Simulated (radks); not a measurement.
# Nuclear size and the levels of La²⁺

An exercise on one series of results from a longer session: the logs are not shown, and one member is left open.

Program: radks (a radial shooting solver on a logarithmic mesh, Libxc functionals) version 1. Level of theory: Dirac Kohn-Sham, relativistic LDA (MacDonald-Vosko exchange, VWN5 correlation), spin-unpolarised, spherical densities, finite nucleus; open shells fill j = l - 1/2 first. These are calculated values, not measurements, unless marked.

**What is computed**

```
element            : lanthanum (Z = 57)
charge             : +2
electrons          : 55
configuration      : [Xe] 5d1
nuclear rms radius : 4.855 fm
```

Set-up of the first run:

The run's settings:

```text
Z 57
configuration [Xe] 5d1 6s0 4f0
relativity Dirac
functional lda_x_rel,vwn5
spin unpolarised
j_filling energy
nucleus finite rms 4.855 fm
c 137.035999084
```

Steps of the session up to this table: rms radius 4.855 fm.

One table of the session follows, with a row left open; its other results are not shown here.

It belongs to the step «rms radius 4.855 fm». From the orbitals of this run (lengths in bohr):

```
level    <r>  outermost maximum (interpolated)  90 % within  nodes
5s1/2  1.553                              1.41         2.23      4
5p1/2  1.737                              1.54         2.53      3
5p3/2      ?                                 ?            ?      ?
4f5/2  1.139                             0.741         1.96      0
4f7/2  1.149                             0.746         1.98      0
5d3/2  2.564                              2.13         3.86      2
5d5/2  2.598                              2.16         3.92      2
6s1/2  3.706                              3.40         5.27      5
```

Estimate the missing values for 5p3/2.

The run gave: <r>: 1.814; outermost maximum (interpolated): 1.60; 90 % within: 2.64; nodes: 3. In the column «<r>» it lies between 5p1/2 (1.737) and 5d3/2 (2.564).
